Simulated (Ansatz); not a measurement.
**C3H4AlF (SMILES C#[C][Al]([CH3])[F]) at 3 levels**

Wanted: a comparison of 3 runs (HF/def2-SVP, PBE0/def2-SVP, PBE/6-311+G**) of C3H4AlF. 

The calculation is run with Ansatz 0.2.0.

5 further runs of the same task are left out: 3 for a known fault of the program, 1 that didn't finish, 1 set aside as unsound or not needed.

### Step 1. Starting point

C3H4AlF: 9 atoms, total charge 0, spin state singlet. As SMILES, `C#[C][Al]([CH3])[F]`. Geometry: relaxed at PBE0-D4/def2-TZVP.

Bond lengths: C1–C2 1.210 Å, C2–Al3 1.900 Å, Al3–C4 1.931 Å, Al3–F5 1.650 Å, C1–H6 1.067 Å, C4–H7 1.094 Å, C4–H8 1.094 Å, C4–H9 1.092 Å. Some angles: C1–C2–Al3 177.8°, C2–Al3–C4 124.6°, C2–Al3–F5 116.1°, C4–Al3–F5 119.2°, C2–C1–H6 179.6°, Al3–C4–H7 110.8°, Al3–C4–H8 110.9°, Al3–C4–H9 112.0°, H7–C4–H8 106.6°, H7–C4–H9 108.1°.

### Step 2. Energy and forces at HF/def2-SVP (run 1)

in.yaml

```yaml
crystal:
  periodic: [false, false, false]
  atoms:
    - {symbol: C, position_ang: [0.214800, 2.769900, 0.344200]}
    - {symbol: C, position_ang: [0.305500, 1.631300, -0.055000]}
    - {symbol: Al, position_ang: [0.406600, -0.178300, -0.626600]}
    - {symbol: C, position_ang: [-0.438400, -1.662200, 0.274100]}
    - {symbol: F, position_ang: [1.286200, -0.460300, -1.993400]}
    - {symbol: H, position_ang: [0.139200, 3.776200, 0.690400]}
    - {symbol: H, position_ang: [-1.159600, -2.156900, -0.383600]}
    - {symbol: H, position_ang: [0.298900, -2.419800, 0.555700]}
    - {symbol: H, position_ang: [-0.964600, -1.346100, 1.177300]}
basis:
  gaussian: {orbitals: def2-SVP}
magnetization: {spin_polarized: false}
hamiltonian: {xc: hf}
accuracy: high
output: {forces: true, orbitals: {seedname: orbitals}}
```

Launch:

```console
$ ansatz run in.yaml --threads 1 --pin off --max-ram 2610MiB --events-out events.jsonl --progress --plain --runs-dir runs
```

Standard output:

```text
Warning: RAYON_NUM_THREADS=1 ignored (pool sized by the plan → 1); use --threads N
Functional definition: HF
  name "HF"
  exchange = exact_x
  correlation = 0
2050 factors; integrals over basis functions are off by at most 2.0e-8 eV
mean field evaluation 1: about -12434.4099 eV, gradient 3.8e1 eV
mean field evaluation 2: about -12434.5043 eV, gradient 3.8e1 eV
mean field evaluation 4: about -12437.9036 eV, gradient 3.4e0 eV
mean field evaluation 8: about -12437.9489 eV, gradient 1.7e-1 eV
mean field evaluation 16: about -12437.9492 eV, gradient 2.1e-8 eV
mean field -12437.94921446 eV, -457.0862028867 hartree, gradient 2.1e-8 eV, S^2 0.000000; 0 other end points of the search recorded, 0 dependent functions left out
the calculation of the forces begins
reference -12437.94921446 eV, -457.0862028867 hartree; 22, 22 occupied and 72, 72 virtual orbitals, 2050 factors
Total energy: -12437.94921446 eV, -457.0862028867 hartree
Atom 0 at     0.214800     2.769900     0.344200 Å, force     0.072564    -0.786194    -0.289610 eV/Å
Atom 1 at     0.305500     1.631300    -0.055000 Å, force    -0.098448     1.087492     0.397856 eV/Å
Atom 2 at     0.406600    -0.178300    -0.626600 Å, force     0.052918    -0.044941    -0.088346 eV/Å
Atom 3 at    -0.438400    -1.662200     0.274100 Å, force    -0.072978    -0.147032     0.069175 eV/Å
Atom 4 at     1.286200    -0.460300    -1.993400 Å, force     0.087617    -0.048438    -0.140960 eV/Å
Atom 5 at     0.139200     3.776200     0.690400 Å, force    -0.000597     0.002373     0.001287 eV/Å
Atom 6 at    -1.159600    -2.156900    -0.383600 Å, force    -0.019379    -0.014302     0.013210 eV/Å
Atom 7 at     0.298900    -2.419800     0.555700 Å, force    -0.007071    -0.018286     0.022053 eV/Å
Atom 8 at    -0.964600    -1.346100     1.177300 Å, force    -0.014626    -0.030672     0.015334 eV/Å
Dipole moment:    -0.236556     0.081290     0.368424 e Å
```

Wall time 7.2 s (1 thread of Intel Xeon Platinum 8488C (Sapphire Rapids), shared host).

### Step 3. Energy and forces at PBE0/def2-SVP (run 2)

molecule.yaml

```yaml
crystal:
  periodic: [false, false, false]
  atoms:
    - {symbol: C, position_ang: [0.214800, 2.769900, 0.344200]}
    - {symbol: C, position_ang: [0.305500, 1.631300, -0.055000]}
    - {symbol: Al, position_ang: [0.406600, -0.178300, -0.626600]}
    - {symbol: C, position_ang: [-0.438400, -1.662200, 0.274100]}
    - {symbol: F, position_ang: [1.286200, -0.460300, -1.993400]}
    - {symbol: H, position_ang: [0.139200, 3.776200, 0.690400]}
    - {symbol: H, position_ang: [-1.159600, -2.156900, -0.383600]}
    - {symbol: H, position_ang: [0.298900, -2.419800, 0.555700]}
    - {symbol: H, position_ang: [-0.964600, -1.346100, 1.177300]}
basis:
  gaussian:
    orbitals: def2-SVP
hamiltonian:
  xc: {name: PBE0}
accuracy: high
output: {forces: true, orbitals: {seedname: orbitals}}
```

Launch:

```console
$ ansatz run molecule.yaml --threads 1 --pin off --max-ram 2610MiB --events-out events.jsonl --progress --plain --runs-dir runs
```

Standard output:

```text
Warning: RAYON_NUM_THREADS=1 ignored (pool sized by the plan → 1); use --threads N
Functional definition: PBE0
  name "PBE0"
  parameter a = 0.25
  parameter kappa = 0.804
  parameter beta = 0.06672455060314922
  exchange = (1 - a)*pbe_x(kappa = kappa, mu = beta*pi^2/3) + a*exact_x
  correlation = pbe_c(beta = beta)
2050 factors; integrals over basis functions are off by at most 2.0e-8 eV
mean field evaluation 1: about -12465.2270 eV, gradient 6.2e1 eV
mean field evaluation 2: about -12462.9273 eV, gradient 7.2e1 eV
mean field evaluation 4: about -12474.2043 eV, gradient 2.3e0 eV
mean field evaluation 8: about -12474.3966 eV, gradient 3.9e-1 eV
mean field evaluation 16: about -12474.3970 eV, gradient 1.4e-5 eV
mean field -12474.39701508 eV, -458.4256348543 hartree, gradient 4.3e-8 eV, S^2 0.000000; 0 other end points of the search recorded, 0 dependent functions left out
the calculation of the forces begins
reference -12474.39701799 eV, -458.4256349611 hartree; 22, 22 occupied and 72, 72 virtual orbitals, 2050 factors
Total energy: -12474.39701799 eV, -458.4256349611 hartree
Atom 0 at     0.214800     2.769900     0.344200 Å, force    -0.054635     0.753122     0.256686 eV/Å
Atom 1 at     0.305500     1.631300    -0.055000 Å, force     0.068770    -0.986247    -0.332160 eV/Å
Atom 2 at     0.406600    -0.178300    -0.626600 Å, force    -0.251829     0.026047     0.378334 eV/Å
Atom 3 at    -0.438400    -1.662200     0.274100 Å, force     0.110663     0.202948    -0.117890 eV/Å
Atom 4 at     1.286200    -0.460300    -1.993400 Å, force     0.299516    -0.102738    -0.467031 eV/Å
Atom 5 at     0.139200     3.776200     0.690400 Å, force    -0.028087     0.365346     0.126544 eV/Å
Atom 6 at    -1.159600    -2.156900    -0.383600 Å, force    -0.193980    -0.131303    -0.173498 eV/Å
Atom 7 at     0.298900    -2.419800     0.555700 Å, force     0.197329    -0.204257     0.078593 eV/Å
Atom 8 at    -0.964600    -1.346100     1.177300 Å, force    -0.147746     0.077083     0.250421 eV/Å
Dipole moment:    -0.222151     0.042516     0.337736 e Å
```

Run time: 14 s. Hardware: 1 thread of Intel Xeon Platinum 8488C (Sapphire Rapids), shared host; peak memory 0.33 GiB.

### Step 4. Energy and forces at PBE/6-311+G(d,p) (run 3)

input.yaml

```yaml
basis:
  gaussian: {orbitals: 6-311+G_st__st_-spherical.json}
crystal:
  periodic: [false, false, false]
  atoms:
    - {symbol: C, position_ang: [0.214800, 2.769900, 0.344200]}
    - {symbol: C, position_ang: [0.305500, 1.631300, -0.055000]}
    - {symbol: Al, position_ang: [0.406600, -0.178300, -0.626600]}
    - {symbol: C, position_ang: [-0.438400, -1.662200, 0.274100]}
    - {symbol: F, position_ang: [1.286200, -0.460300, -1.993400]}
    - {symbol: H, position_ang: [0.139200, 3.776200, 0.690400]}
    - {symbol: H, position_ang: [-1.159600, -2.156900, -0.383600]}
    - {symbol: H, position_ang: [0.298900, -2.419800, 0.555700]}
    - {symbol: H, position_ang: [-0.964600, -1.346100, 1.177300]}
hamiltonian: {xc: {name: PBE}}
accuracy: high
output: {forces: true, orbitals: {seedname: orbitals}}
```

The basis set 6-311+G** is read from a file made from the Basis Set Exchange's data (not shown).

Launch:

```console
$ ansatz run input.yaml --threads 1 --pin off --max-ram 2610MiB --events-out events.jsonl --progress --plain --runs-dir runs
```

Standard output:

```text
Warning: RAYON_NUM_THREADS=1 ignored (pool sized by the plan → 1); use --threads N
Functional definition: PBE
  name "PBE"
[... 2 set-up lines as earlier in the session ...]
  exchange = pbe_x(kappa = kappa, mu = beta*pi^2/3)
[... 1 set-up line as earlier in the session ...]
2526 factors; integrals over basis functions are off by at most 2.0e-8 eV
mean field evaluation 1: about -12462.5124 eV, gradient 9.3e1 eV
mean field evaluation 2: about -12430.1830 eV, gradient 1.4e2 eV
mean field evaluation 4: about -12481.3304 eV, gradient 1.8e1 eV
mean field evaluation 8: about -12481.9050 eV, gradient 3.4e-1 eV
mean field evaluation 16: about -12481.8973 eV, gradient 2.0e-5 eV
mean field -12481.89730903 eV, -458.7012655729 hartree, gradient 8.9e-8 eV, S^2 0.000000; 0 other end points of the search recorded, 0 dependent functions left out
the calculation of the forces begins
reference -12481.89731623 eV, -458.7012658376 hartree; 22, 22 occupied and 120, 120 virtual orbitals, 2526 factors
Total energy: -12481.89731623 eV, -458.7012658376 hartree
Atom 0 at     0.214800     2.769900     0.344200 Å, force    -0.090085     1.090747     0.387776 eV/Å
Atom 1 at     0.305500     1.631300    -0.055000 Å, force     0.102046    -1.104101    -0.408901 eV/Å
Atom 2 at     0.406600    -0.178300    -0.626600 Å, force    -0.603318     0.228706     0.947413 eV/Å
Atom 3 at    -0.438400    -1.662200     0.274100 Å, force     0.030913     0.044552    -0.037151 eV/Å
Atom 4 at     1.286200    -0.460300    -1.993400 Å, force     0.715144    -0.227714    -1.111165 eV/Å
Atom 5 at     0.139200     3.776200     0.690400 Å, force    -0.016026     0.223527     0.075656 eV/Å
Atom 6 at    -1.159600    -2.156900    -0.383600 Å, force    -0.178530    -0.134000    -0.152033 eV/Å
Atom 7 at     0.298900    -2.419800     0.555700 Å, force     0.171603    -0.198553     0.073061 eV/Å
Atom 8 at    -0.964600    -1.346100     1.177300 Å, force    -0.131746     0.076837     0.225344 eV/Å
Dipole moment:    -0.238269     0.042218     0.361742 e Å
```

It took 21 s on 1 thread of Intel Xeon Platinum 8488C (Sapphire Rapids), shared host; peak memory 0.44 GiB.

### Step 5. All runs side by side

```
run          level  energy (Eh)  dipole moment (D)  HOMO energy (eV)  LUMO energy (eV)  wall time
  1    HF/def2-SVP  -457.086203               2.14            -11.01              1.95      7.2 s
  2  PBE0/def2-SVP  -458.425635               1.95             -8.24             -1.06       14 s
  3  PBE/6-311+G**  -458.701266               2.09             -7.14             -2.08       21 s
```

### Step 6. Outcome

```
                       quantity          value
            run 3: total energy  -458.70127 Eh
           run 3: dipole moment         2.09 D
             run 3: HOMO energy       -7.14 eV
             run 3: LUMO energy       -2.08 eV
           run 3: HOMO–LUMO gap        5.06 eV
run 3: largest force on an atom     1.341 eV/Å
```

What this shows: The dipole moment (its size) runs from 1.95 D (PBE0/def2-SVP) to 2.14 D (HF/def2-SVP). The HOMO–LUMO gap runs from 5.06 eV (PBE/6-311+G**) to 12.96 eV (HF/def2-SVP). The two ends differ in method and basis. Totals of different functionals can't be ranked against each other. All runs together took 42 s, the longest 21 s.
